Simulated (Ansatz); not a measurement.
# CH3BFNO: the cost of one run

Method: RKS r2SCAN-D4/6-31G, in Ansatz 0.2.0.

## Step 1: The starting structure

Bond lengths: O1–C2 1.367 Å, C2–F3 1.373 Å, C2–B4 1.515 Å, C2–N5 1.427 Å, B4–N5 1.613 Å, O1–H6 1.052 Å, B4–H7 1.188 Å, N5–H8 1.032 Å. Angles: O1–C2–F3 117.8°, O1–C2–B4 116.2°, O1–C2–N5 115.6°, F3–C2–B4 117.4°, F3–C2–N5 113.0°, B4–C2–N5 66.4°, C2–O1–H6 105.4°, C2–B4–N5 54.2°, C2–B4–H7 157.7°, N5–B4–H7 148.1°, C2–N5–B4 59.4°, C2–N5–H8 108.1°, B4–N5–H8 105.0°.

As a file:

```xyz
8

O     0.1700    1.2925    0.8992
C     0.2958    0.2608    0.0112
F     1.3221    0.3213   -0.8984
B    -0.1086   -1.1089    0.5167
N    -0.9234   -0.2187   -0.5537
H     0.0688    2.1581    0.3093
H    -0.0253   -2.1220    1.1311
H    -0.7073   -0.6401   -1.4711
```

## Step 2: Relaxing end A

The input, input.yaml:

```yaml
crystal:
  periodic: [false, false, false]
  atoms:
    - { symbol: O, position_ang: [0.17, 1.2925, 0.8992] }
    - { symbol: C, position_ang: [0.2958, 0.2608, 0.0112] }
    - { symbol: F, position_ang: [1.3221, 0.3213, -0.8984] }
    - { symbol: B, position_ang: [-0.1086, -1.1089, 0.5167] }
    - { symbol: "N", position_ang: [-0.9234, -0.2187, -0.5537] }
    - { symbol: H, position_ang: [0.0688, 2.1581, 0.3093] }
    - { symbol: H, position_ang: [-0.0253, -2.122, 1.1311] }
    - { symbol: H, position_ang: [-0.7073, -0.6401, -1.4711] }
basis:
  gaussian: { orbitals: "6-31G" }
hamiltonian:
  xc: r2scan
  dispersion: d4
relax:
  f_tol: 0.015
  max_steps: 40
```

On the command line:

```bash
$ ansatz run input.yaml --threads 1 --pin off --max-ram 2048MiB --backend cpu --events-out ev --progress --plain --runs-dir out
```

**Question.** How long does this run take on 1 thread of Intel Xeon Platinum 8375C at 2.90GHz (Ice Lake), shared host, and how much memory does it need?

About 36 s, with a peak of 0.21 GiB.
